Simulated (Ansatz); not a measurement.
PbS, space group Fm-3m, a phonon calculation by linear response

With Ansatz 0.2.0, Python API.

Typed at the interpreter:
```pycon
>>> from pathlib import Path
>>> import warnings
>>> import ansatz
>>> from ase import Atoms
>>> import numpy as np
>>> warnings.simplefilter("ignore", ansatz.DeckWarning)
>>> atoms = Atoms(
...     ["Pb", "S"],
...     scaled_positions=[
...         (0.0, 0.0, 0.0),
...         (0.5, 0.5, 0.5),
...     ],
...     cell=[
...         (0.0, 2.96575, 2.96575),
...         (2.96575, 0.0, 2.96575),
...         (2.96575, 2.96575, 0.0),
...     ],
...     pbc=True,
... )
>>> xtal = ansatz.Crystal.from_ase(atoms)
>>> xtal.resolved().sites[-1]
Site(symbol='S', position=(0.5, 0.5, 0.5), moment=None, axis=None, held=None, saved=None)
>>> job = (
...     xtal.calculation()
...     .occupations("Fixed")
...     .functional(ansatz.Functional.PBE)
...     .initial_density(normalization="cell")
...     .scf(extra_bands=16, lower_state_search="off")
...     .mixing("broyden")
...     .accuracy("low")
...     .kpoints(6, 6, 6)
...     .phonons("dfpt", points=[(0, 0, 0), (0.5, 0, 0.5)])
... )
>>> res = job.run(threads=1, backend="cpu", runs_dir="runs")
>>> ph = res.phonons
>>> for q in ph.qpoints:
...     thz = np.asarray(q.omega_inv_cm) / 33.35641
...     print("q = ({:.2f}, {:.2f}, {:.2f})".format(*q.q_frac), np.round(thz, 2) + 0.0, "THz")
...
q = (0.00, 0.00, 0.00) [0.   0.   0.   1.59 1.59 1.59] THz
q = (0.50, 0.00, 0.50) [1.19 1.19 1.74 2.48 3.01 3.01] THz
```

Caveats:
- The settings weren't tested for convergence.
- The cell isn't relaxed first, so the values belong to this volume.
- Of the deposited cell: the entry's cell lengths or inner coordinates differ somewhat from later room-temperature determinations.
- Spin-orbit coupling, which matters for elements this heavy, is left out.
- No non-analytic term is added, so at the zone centre the longitudinal optical modes of a polar crystal aren't split off.
- The structure is a deposited one; some such entries were measured under pressure or heat, so a shift against it needn't be the functional's error alone.
- The structure is taken as given; imaginary modes can come from an unrelaxed or unstable start.
- It ran for 18 s on 1 thread of Intel(R) Xeon(R) Processor @ 2.30GHz, on a shared host, peak memory 0.62 GiB.
